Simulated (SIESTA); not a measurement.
Runs of SIESTA 5.4.2 on Mn. The cell holds a sheet with vacuum, 1 atom: a = 2.614 Å, b = 2.614 Å, c = 23.800 Å, α = 90.00°, β = 90.00°, γ = 90.00°. The cell was built by a generator and needn't be a form met in nature.

| level | gap on the mesh (eV) | moment (μB) |
| --- | --- | --- |
| vdW-DF | none | 4.32 |
| VV10 | none | (b) |
| vdW-DF-C09 | none | 4.35 |
| vdW-DF2 | none | 4.30 |
| optB88-vdW | none | 4.32 |
| vdW-DF-cx | none | (a) |
| PBE | none | 4.41 |

Alike in all rows: task band structure; potentials or basis PseudoDojo 0.4 standard (PBE files), DZP (energy shift 0.003 Ry; two zetas on semicore shells); spin collinear, ferromagnetic start; cell as given; k mesh 10 × 10 × 1; smearing fermi-dirac 0.05 eV; grid cutoff 800 Ry; energy shift 0.003 Ry.

Q: Fill in the values left out.

A: (a) 4.36; (b) 4.38.

Caveats: the basis of atomic orbitals isn't converged, which shifts pressures, moduli and gaps; the non-local part is tabulated coarsely and may be off by about a percent (some runs).

A gap of «none» marks a metal or a gap under the smearing width.
